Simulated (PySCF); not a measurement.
Runs of PySCF 2.14.0 on C2SiH4. The cell holds a molecule in a box, 7 atoms: a = 12.000 Å, b = 14.000 Å, c = 12.000 Å, α = 90.00°, β = 90.00°, γ = 90.00°. 

```csv
task,level,frozen core bands,conv_tol,exxdiv,grid for exchange and correlation,three-body dispersion term,gap on the mesh (eV)
MP2 correlation energy,HF,7,1e-08 Ha,ewald,-,-,15.20
excitation energies (Tamm-Dancoff),PBE0,7,1e-08 Ha,ewald,"Becke, atom-centred",-,(a)
atomic charges,MN15-L+D3,-,1e-07 Ha,-,"Becke, atom-centred",no,6.96
atomic charges,revTPSS+D3(BJ),-,1e-07 Ha,-,"Becke, atom-centred",no,(b)
atomic charges,HSE06,-,1e-07 Ha,ewald,"Becke, atom-centred",-,7.68
atomic charges,PW91+D3(BJ),-,1e-07 Ha,-,"Becke, atom-centred",no,6.23
```

Alike in all rows: potentials or basis pob-tzvp-rev2 (all-electron); no spin polarisation; cell as given; k mesh 1 × 1 × 1; smearing fixed.

**Question.** Estimate the missing entries.

**Answer.** (a) 8.48; (b) 6.55.

Caveats: this is a molecule in a periodic box at the Γ point, so its band gap is the HOMO-LUMO gap; the basis of atomic orbitals isn't converged, which shifts pressures, moduli and gaps; the basis is small and the box finite, so much correlation energy is missing and levels can be off by tenths of an eV (some runs); the iterative solver can pass over a root and still report convergence (some runs); this program's HSE differs a little from the usual definition (some runs).

Runs at the PBE level aren't shown here.
